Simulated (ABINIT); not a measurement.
The system is MnS.

```
CELL_PARAMETERS angstrom
0.00000 2.60450 2.60450
2.60450 0.00000 2.60450
2.60450 2.60450 0.00000
ATOMIC_POSITIONS crystal
Mn 0.00000 0.00000 0.00000
S 0.50000 0.50000 0.50000
```

Base run:

```yaml
Program: ABINIT 10.8.3 (patched build)
Functional: LDA
Potentials_or_basis: PseudoDojo NC SR LDA v0.4.1 standard
Cutoff: 1252 eV
k_mesh: 6 × 6 × 6, with 4 shifts
Occupations: fermi-dirac, width 0.05 eV
Spin: collinear spin, ferromagnetic start
Starting_moments: "[4.0, 0.0] μB"
```

Its results: pressure -11.9 GPa; net moment 4.54 μB per cell; site moments Mn +3.91; S +0.12 μB.

Q: The run is repeated on the same cell with these changes: k mesh from 6 × 6 × 6, with 4 shifts to 7 × 7 × 7. What comes out?

A: Pressure -11.4 GPa; net moment 4.60 μB per cell; site moments Mn +3.94; S +0.13 μB.

Caveats: a cell with one magnetic atom can't hold antiferromagnetic order, which such compounds often take.

Not every run made on this cell is shown here.
